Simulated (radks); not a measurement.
**Taking charge from the 4s level of Mn in fractions**

What happens to E and to the 4s eigenvalue of Mn when a fraction of an electron is removed? The exact functional would give straight lines between whole numbers for a frontier level.

The numbers are computed with radks (a radial shooting solver on a logarithmic mesh, Libxc functionals) version 1 (scalar-relativistic Kohn-Sham, PBE, spin-polarised, spherical densities, point nucleus; open shells are filled with parallel spins first), except any that are marked as measured or tabulated.

**1. The atom as given**

* element: manganese (Z = 25)
* charge: 0
* electrons: 25
* configuration: [Ar] 3d5 4s(up 1, down 1)

A shell typed twice in an input gives spin up, then spin down.

**2. Start: [Ar] 3d5 4s(up 1, down 1)**

The run's settings:

```text
Z 25
configuration [Ar] 3d5 4s1 4s1
relativity scalar-relativistic
functional pbe,pbe
spin polarised
nucleus point
c 137.035999084
```

**3. 0.1 electron removed from 4s**

The run's settings:

```text
Z 25
configuration [Ar] 3d5 4s1 4s0.9
relativity scalar-relativistic
functional pbe,pbe
spin polarised
nucleus point
c 137.035999084
```

**4. 0.2 electron removed from 4s**

The run's settings:

```text
Z 25
configuration [Ar] 3d5 4s1 4s0.8
relativity scalar-relativistic
functional pbe,pbe
spin polarised
nucleus point
c 137.035999084
```

**5. 0.3 electron removed from 4s**

The run's settings:

```text
Z 25
configuration [Ar] 3d5 4s1 4s0.7
relativity scalar-relativistic
functional pbe,pbe
spin polarised
nucleus point
c 137.035999084
```

**6. 0.4 electron removed from 4s**

The run's settings:

```text
Z 25
configuration [Ar] 3d5 4s1 4s0.6
relativity scalar-relativistic
functional pbe,pbe
spin polarised
nucleus point
c 137.035999084
```

**7. 0.5 electron removed from 4s**

The run's settings:

```text
Z 25
configuration [Ar] 3d5 4s1 4s0.5
relativity scalar-relativistic
functional pbe,pbe
spin polarised
nucleus point
c 137.035999084
```

**8. 0.6 electron removed from 4s**

The run's settings:

```text
Z 25
configuration [Ar] 3d5 4s1 4s0.4
relativity scalar-relativistic
functional pbe,pbe
spin polarised
nucleus point
c 137.035999084
```

**9. 0.7 electron removed from 4s**

The run's settings:

```text
Z 25
configuration [Ar] 3d5 4s1 4s0.3
relativity scalar-relativistic
functional pbe,pbe
spin polarised
nucleus point
c 137.035999084
```

**10. 0.8 electron removed from 4s**

The run's settings:

```text
Z 25
configuration [Ar] 3d5 4s1 4s0.2
relativity scalar-relativistic
functional pbe,pbe
spin polarised
nucleus point
c 137.035999084
```

**11. 0.9 electron removed from 4s**

The run's settings:

```text
Z 25
configuration [Ar] 3d5 4s1 4s0.1
relativity scalar-relativistic
functional pbe,pbe
spin polarised
nucleus point
c 137.035999084
```

**12. 1 electron removed from 4s**

The run's settings:

```text
Z 25
configuration [Ar] 3d5 4s1 4s0
relativity scalar-relativistic
functional pbe,pbe
spin polarised
nucleus point
c 137.035999084
```

**Question.** What will these runs give? Wanted: for each run, removed; E − E(0); eigenvalue.

As calculated:

| removed (e) | E − E(0) (eV) | eigenvalue (eV) |
| --- | --- | --- |
| 0 | 0.000 | -4.464 |
| 0.1 | 0.474 | -5.011 |
| 0.2 | 1.002 | -5.563 |
| 0.3 | 1.586 | -6.118 |
| 0.4 | 2.226 | -6.676 |
| 0.5 | 2.921 | -7.237 |
| 0.6 | 3.673 | -7.802 |
| 0.7 | 4.482 | -8.373 |
| 0.8 | 5.348 | -8.949 |
| 0.9 | 6.271 | -9.505 |

**Reading.** The trapezoid integral of minus the eigenvalue gives 6.271 eV over the range, against 6.271 eV from the energies (Janak's theorem; approximate here, since the scalar-relativistic density holds large components alone). The eigenvalue moves by 5.60 eV per electron.
